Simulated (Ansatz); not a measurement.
# Cu: the cost of one run

Computed with Ansatz 0.2.0 (DFT r2SCAN, scalar-relativistic, plane waves, PAW, unless a step's input says otherwise).

### Step 1. The structure to begin with

It takes space group P6_3/mmc (No. 194, hexagonal). The conventional cell has a = 2.534 Å, b = 2.534 Å, c = 4.113 Å, α = 90.00°, β = 90.00°, γ = 120.00°. Around Cu (site symmetry -6m2) lie 12 Cu at 2.52 to 2.53 Å.

Coordinates:

```cif
data_structure
_symmetry_space_group_name_H-M 'P6_3/mmc'
_symmetry_Int_Tables_number 194
_cell_length_a 2.5341
_cell_length_b 2.5341
_cell_length_c 4.1126
_cell_angle_alpha 90.000
_cell_angle_beta 90.000
_cell_angle_gamma 120.000
_cell_volume 22.87
loop_
_atom_site_label
_atom_site_type_symbol
_atom_site_symmetry_multiplicity
_atom_site_Wyckoff_symbol
_atom_site_fract_x
_atom_site_fract_y
_atom_site_fract_z
_atom_site_occupancy
Cu1 Cu 2 c 0.33333 0.66667 0.25000 1
```

It goes back to an entry of the Materials Project, which need not be the stable form.

No relaxation comes first: the listed cell is the starting point.

### Step 2. The reference cell

The reference gives a free energy of -13262.4601 eV, pressure 0.22 GPa, largest force 0.000 eV/Å and gap on the mesh none (metal). It was computed beforehand with the settings of the runs below.

### Step 3. The scan: a two-dimensional strain map

The cell is strained by p along both x and y and by q along z, with fractional coordinates fixed.

### Step 4. At p = -0.080, q = -0.080

The input, input.yaml:

```yaml
crystal:
  lattice:
    - [2.3313689362, 0.0, 0.0]
    - [-1.1656844681, 2.0190247244, 0.0]
    - [0.0, 0.0, 3.78356532]
  atoms:
    - { symbol: Cu, position: [0.3333333333, 0.6666666667, 0.25] }
    - { symbol: Cu, position: [0.6666666667, 0.3333333333, 0.75] }
basis:
  ecutwfc: 500
kpoints:
  mp_grid: { grid: [24, 24, 12] }
hamiltonian:
  xc: r2scan
scf:
  occupations: { method: gaussian, width: 0.15 }
output:
  forces: true
  stress: true
  eigenvalues: true
```

The run is started by

```bash
$ ansatz run input.yaml --threads 1 --pin off --max-ram 2560MiB --backend cpu --events-out ev --progress --plain --runs-dir out
```

What time and memory should one allow on 1 thread of Intel Xeon at 2.70GHz, shared host?

About 14 s, with a peak of 0.51 GiB.
